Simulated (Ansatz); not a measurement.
# Sn2TeS: the cost of one run

Program: Ansatz 0.2.0. Level of theory: DFT PBE, scalar-relativistic, plane waves, PAW. These are calculated values, not measurements.

1 further run of the same task is left out (it didn't finish). Runs told in other sessions of the task aren't counted.

## 1. The system as given

The structure is trigonal, space group R-3m (No. 166). Conventional cell: a = 4.372 Å, b = 4.372 Å, c = 20.853 Å, α = 90.00°, β = 90.00°, γ = 120.00°. Sn (site symmetry 3m) has 3 Te at 3.05 Å and 3 S at 3.08 Å in its first shell of neighbours. Around Te (site symmetry -3m) lie 6 Sn at 3.05 Å. S (site symmetry -3m) is surrounded by 6 Sn at 3.08 Å.

Structure file:

```
CELL_PARAMETERS angstrom
2.18594 1.26205 6.95085
-2.18594 1.26205 6.95085
0.00000 -2.52410 6.95085
ATOMIC_POSITIONS crystal
Sn 0.75108 0.75108 0.75108
Sn 0.24892 0.24892 0.24892
Te 0.50000 0.50000 0.50000
S 0.00000 0.00000 0.00000
```

A structure generator made this guess: species swapped into a database cell of LiYSe2 (R-3m, No. 166), with Te on the Li sites, S on the Y sites and Sn on the Se sites. The dimensions are guesses.

## 2. Probe: one point on a coarse mesh

input.yaml

```yaml
crystal:
  lattice:
    - [2.18593889, 1.26205241, 6.95085394]
    - [-2.18593889, 1.26205241, 6.95085394]
    - [0.0, -2.52410481, 6.95085394]
  atoms:
    - { symbol: Sn, position: [0.7510823, 0.7510823, 0.7510823] }
    - { symbol: Sn, position: [0.2489177, 0.2489177, 0.2489177] }
    - { symbol: Te, position: [0.5, 0.5, 0.5] }
    - { symbol: S, position: [0.0, 0.0, 0.0] }
basis:
  ecutwfc: 420
kpoints:
  mp_grid: { grid: [6, 6, 6] }
hamiltonian:
  xc: pbe
scf:
  occupations: { method: gaussian, width: 0.1 }
  lower_state_search: "off"
output:
  forces: true
  stress: true
  eigenvalues: true
```

Started as:

```sh
$ ansatz run input.yaml --threads 1 --pin off --max-ram 2560MiB --backend cpu --events-out ev --progress --plain --runs-dir out
```

Q: Estimate wall time and peak memory on 1 thread of AMD EPYC (Zen 3), shared host.

About 14 s, with a peak of 0.44 GiB.
